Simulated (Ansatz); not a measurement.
**Cs2AgBiBr6: the cell at several levels of theory**

The task here is to estimate one member of a computed series from the others.

Program: Ansatz 0.2.0. PAW datasets, plane waves, zero pressure. Computed at 0 K without zero-point motion; spin polarisation is off.

## The cell

Space group Fm-3m (No. 225), cubic; a = 11.232 Å in the conventional setting, 35.43 Å³ an atom. Near Cs stand 12 Br at 3.97 Å; near Ag stand 6 Br at 2.80 Å; near Bi stand 6 Br at 2.81 Å; near Br stand 1 Ag at 2.80 Å and 1 Bi at 2.81 Å and 4 Cs at 3.97 Å.

Coordinates:

```
Cs Ag Bi Br
1.0
     0.00000    5.61610    5.61610
     5.61610    0.00000    5.61610
     5.61610    5.61610    0.00000
Cs Ag Bi Br
2 1 1 6
Direct
  0.25000 0.25000 0.25000
  0.75000 0.75000 0.75000
  0.50000 0.50000 0.50000
  0.00000 0.00000 0.00000
  0.25055 0.74945 0.25055
  0.25055 0.74945 0.74945
  0.74945 0.25055 0.74945
  0.74945 0.25055 0.25055
  0.25055 0.25055 0.74945
  0.74945 0.74945 0.25055
```

The first run:

Input file input.yaml:

```yaml
crystal:
  lattice:
    - [0.0, 5.6161, 5.6161]
    - [5.6161, 0.0, 5.6161]
    - [5.6161, 5.6161, 0.0]
  atoms:
    - { symbol: Cs, position: [0.25, 0.25, 0.25] }
    - { symbol: Cs, position: [0.75, 0.75, 0.75] }
    - { symbol: Ag, position: [0.5, 0.5, 0.5] }
    - { symbol: Bi, position: [0.0, 0.0, 0.0] }
    - { symbol: Br, position: [0.25055, 0.74945, 0.25055] }
    - { symbol: Br, position: [0.25055, 0.74945, 0.74945] }
    - { symbol: Br, position: [0.74945, 0.25055, 0.74945] }
    - { symbol: Br, position: [0.74945, 0.25055, 0.25055] }
    - { symbol: Br, position: [0.25055, 0.25055, 0.74945] }
    - { symbol: Br, position: [0.74945, 0.74945, 0.25055] }
kpoints:
  mp_grid: { grid: [4, 4, 4] }
hamiltonian:
  xc: pbe
scf:
  occupations: { method: fermi_dirac, width: 0.02 }
relax:
  f_tol: 0.005
  cell: {}
```

Started as:

```console
ansatz run input.yaml --threads 8 --pin off --max-ram 20275MiB --backend cpu --events-out ev --progress --plain --runs-dir out
```

Among the steps run: PBE: cell and atoms; Relaxing with r2SCAN; Relaxing with PBEsol; Relaxing with LDA.

One table of the session follows, with a row left open; its other results are not shown here.

| level | a (Å) | volume (Å³/atom) |
| --- | --- | --- |
| PBE | 11.484 | 37.864 |
| r2SCAN | 11.346 | 36.511 |
| PBEsol | 11.187 | 35.002 |
| LDA | ? | ? |

**Question.** Estimate the row for LDA.

As computed: a (Å): 10.996; volume (Å³/atom): 33.242. In the column «a (Å)» it is the lowest.

In words: From the start to the first minimum the volume moved by +6.9 %. LDA gives the smallest cell and PBE the largest; they differ by 13.9 % in volume, a mean of 4.4 % in length.
